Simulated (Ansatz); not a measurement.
**C4H7Br: a ladder of functionals and wavefunction methods**

The task here is to estimate one member of a computed series from the others.

Method: functionals in def2-TZVPP, the program's frozen cores in correlated methods; program: Ansatz 0.2.0, Gaussian basis.

Plan: PBE-D4, r2SCAN-D4, PBE0-D4, B3LYP-D4, ωB97X-V, ωB97M-V, B2PLYP; CCSD(T)/def2-TZVPP; MP2/def2-QZVPP; extrapolation to the limit.

### Structure used throughout

All runs share one geometry, relaxed beforehand with PBE0-D4 in a triple-zeta def2 set.

SMILES `CC/C=C\Br`, 12 atoms, charge 0, spin multiplicity 1.

Atoms are counted from 1 here; the program's logs count them from 0.

Bond lengths: C1–C2 1.525 Å, C1–H6 1.092 Å, C1–H7 1.092 Å, C1–H8 1.093 Å, C2–C3 1.488 Å, C2–H9 1.096 Å, C2–H10 1.092 Å, C3–C4 1.323 Å, C3–H11 1.089 Å, C4–Br5 1.887 Å, C4–H12 1.081 Å. Angles: C2–C1–H6 110.8°, C2–C1–H7 110.8°, C2–C1–H8 111.3°, H6–C1–H7 108.1°, H6–C1–H8 107.8°, H7–C1–H8 107.8°, C1–C2–C3 112.0°, C1–C2–H9 109.2°, C1–C2–H10 110.2°, C3–C2–H9 108.6°, C3–C2–H10 109.8°, H9–C2–H10 106.9°, C2–C3–C4 128.1°, C2–C3–H11 116.6°, C4–C3–H11 115.2°, C3–C4–Br5 124.4°, C3–C4–H12 123.5°, Br5–C4–H12 112.1°.

Geometry (Å):

```xyz
12
C4H7Br
C    -1.0796    0.4603    1.1356
C     0.3429    0.3099    0.6062
C     0.4446   -0.7595   -0.4236
C     0.7691   -0.6363   -1.7003
Br    1.2160    0.9958   -2.5346
H    -1.1244    1.2229    1.9159
H    -1.7626    0.7523    0.3351
H    -1.4461   -0.4771    1.5618
H     1.0126    0.0602    1.4373
H     0.6926    1.2569    0.1905
H     0.2049   -1.7721   -0.1010
H     0.8071   -1.4687   -2.3887
```

The first run:

The input, in.yaml:

```yaml
crystal:
  periodic: [false, false, false]
  atoms:
    - {symbol: C, position_ang: [-1.079613, 0.460350, 1.135561]}
    - {symbol: C, position_ang: [0.342873, 0.309852, 0.606160]}
    - {symbol: C, position_ang: [0.444584, -0.759522, -0.423565]}
    - {symbol: C, position_ang: [0.769097, -0.636265, -1.700271]}
    - {symbol: Br, position_ang: [1.215995, 0.995814, -2.534588]}
    - {symbol: H, position_ang: [-1.124410, 1.222910, 1.915858]}
    - {symbol: H, position_ang: [-1.762608, 0.752309, 0.335080]}
    - {symbol: H, position_ang: [-1.446079, -0.477093, 1.561797]}
    - {symbol: H, position_ang: [1.012622, 0.060195, 1.437272]}
    - {symbol: H, position_ang: [0.692626, 1.256923, 0.190490]}
    - {symbol: H, position_ang: [0.204932, -1.772110, -0.101002]}
    - {symbol: H, position_ang: [0.807080, -1.468663, -2.388691]}
basis:
  gaussian: {orbitals: def2-TZVPP}
hamiltonian: {xc: pbe, dispersion: d4}
output: {forces: true, orbitals: {seedname: orbitals}}
```

Started as:

```bash
$ ansatz run in.yaml --threads 4 --pin off --events-out ev --progress --plain --max-ram 10444MiB
```

Steps of the session up to this table: PBE-D4 (GGA); r2SCAN-D4 (meta-GGA); PBE0-D4 (hybrid); B3LYP-D4 (hybrid); ωB97X-V (range-separated); ωB97M-V (range-separated); B2PLYP (double hybrid); CCSD(T) in def2-TZVPP; MP2 in def2-QZVPP.

One of the session's tables, all rows but one given; the rest of the session is left out.

It belongs to the step «Atomisation energies». 

```
            method  atomisation energy (eV)
            PBE-D4                        ?
         r2SCAN-D4                   48.905
           PBE0-D4                   49.186
          B3LYP-D4                   48.720
           ωB97X-V                   48.675
           ωB97M-V                   48.750
            B2PLYP                   48.254
     HF/def2-TZVPP                   36.297
    MP2/def2-TZVPP                   48.337
   CCSD/def2-TZVPP                   46.906
CCSD(T)/def2-TZVPP                   47.623
           MP2/CBS                   49.437
       CCSD(T)/CBS                   48.723
```

Q: Estimate the row for PBE-D4 from the others.

As computed: atomisation energy (eV): 49.920. In the column «atomisation energy (eV)» it is the highest.
